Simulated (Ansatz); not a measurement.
# Ti2Co: the cost of one run

Program: Ansatz 0.2.0. Level of theory: DFT LDA, scalar-relativistic, plane waves, PAW. These are calculated values, not measurements.

**1. Starting point**

It takes space group Fd-3m (No. 227, cubic). Conventional cell: a = 11.166 Å, b = 11.166 Å, c = 11.166 Å, α = 90.00°, β = 90.00°, γ = 90.00°. Ti (site symmetry -3m) is surrounded by 6 Co at 2.48 Å. Ti (site symmetry 2mm) is surrounded by 4 Co at 2.51 to 2.87 Å. Co (site symmetry 3m) is surrounded by 6 Ti at 2.48 to 2.51 Å.

Coordinates:

```xyz
24
Lattice="0.0000 5.5831 5.5831 5.5831 0.0000 5.5831 5.5831 5.5831 0.0000" Properties=species:S:1:pos:R:3 pbc="T T T"
Ti    1.3958    4.1873    4.1873
Ti    4.1873    1.3958    4.1873
Ti    4.1873    4.1873    1.3958
Ti    1.3958    1.3958    1.3958
Ti    5.5831    5.5831    3.4983
Ti    5.5831    5.5831    7.6678
Ti    5.5831    3.4983    5.5831
Ti    5.5831    7.6678    5.5831
Ti    3.4983    5.5831    5.5831
Ti    7.6678    5.5831    5.5831
Ti    8.3746    8.3746   10.4594
Ti    8.3746    8.3746    6.2899
Ti    8.3746   10.4594    8.3746
Ti    8.3746    6.2899    8.3746
Ti   10.4594    8.3746    8.3746
Ti    6.2899    8.3746    8.3746
Co    3.8251    7.3410    7.3410
Co    7.3410    3.8251    7.3410
Co    7.3410    7.3410    3.8251
Co    3.8251    3.8251    3.8251
Co   10.1326    6.6167    6.6167
Co    6.6167   10.1326    6.6167
Co    6.6167    6.6167   10.1326
Co   10.1326   10.1326   10.1326
```

Source of the structure: the Materials Project (structure only).

(A quick probe on a coarse mesh, which set the mesh and smearing, is not shown.)

**3. A loose first relaxation**

File input.yaml:

```yaml
crystal:
  lattice:
    - [0.0, 5.58308625, 5.58308625]
    - [5.58308625, 0.0, 5.58308625]
    - [5.58308625, 5.58308625, 0.0]
  atoms:
    - { symbol: Ti, position: [0.625, 0.125, 0.125] }
    - { symbol: Ti, position: [0.125, 0.625, 0.125] }
    - { symbol: Ti, position: [0.125, 0.125, 0.625] }
    - { symbol: Ti, position: [0.125, 0.125, 0.125] }
    - { symbol: Ti, position: [0.31329871, 0.31329871, 0.68670129] }
    - { symbol: Ti, position: [0.68670129, 0.68670129, 0.31329871] }
    - { symbol: Ti, position: [0.31329871, 0.68670129, 0.31329871] }
    - { symbol: Ti, position: [0.68670129, 0.31329871, 0.68670129] }
    - { symbol: Ti, position: [0.68670129, 0.31329871, 0.31329871] }
    - { symbol: Ti, position: [0.31329871, 0.68670129, 0.68670129] }
    - { symbol: Ti, position: [0.93670129, 0.93670129, 0.56329871] }
    - { symbol: Ti, position: [0.56329871, 0.56329871, 0.93670129] }
    - { symbol: Ti, position: [0.93670129, 0.56329871, 0.93670129] }
    - { symbol: Ti, position: [0.56329871, 0.93670129, 0.56329871] }
    - { symbol: Ti, position: [0.56329871, 0.93670129, 0.93670129] }
    - { symbol: Ti, position: [0.93670129, 0.56329871, 0.56329871] }
    - { symbol: Co, position: [0.97230582, 0.34256473, 0.34256473] }
    - { symbol: Co, position: [0.34256473, 0.97230582, 0.34256473] }
    - { symbol: Co, position: [0.34256473, 0.34256473, 0.97230582] }
    - { symbol: Co, position: [0.34256473, 0.34256473, 0.34256473] }
    - { symbol: Co, position: [0.27769418, 0.90743527, 0.90743527] }
    - { symbol: Co, position: [0.90743527, 0.27769418, 0.90743527] }
    - { symbol: Co, position: [0.90743527, 0.90743527, 0.27769418] }
    - { symbol: Co, position: [0.90743527, 0.90743527, 0.90743527] }
basis:
  ecutwfc: 420
kpoints:
  mp_grid: { grid: [4, 4, 4] }
hamiltonian:
  xc: lda
scf:
  occupations: { method: gaussian, width: 0.1 }
output:
  forces: true
  stress: true
  eigenvalues: true
relax:
  adjacent_minimum: "off"
  f_tol: 0.05
  max_steps: 80
  cell: { stress_tol: 0.5 }
```

Started as:

```
$ ansatz run input.yaml --threads 8 --pin off --max-ram 22528MiB --backend cpu --events-out ev --progress --plain --runs-dir out
```

What time and memory should one allow on 8 threads of Intel Xeon at 2.50GHz (Skylake/Cascade Lake), shared host?

About 43 s, with a peak of 2.6 GiB.
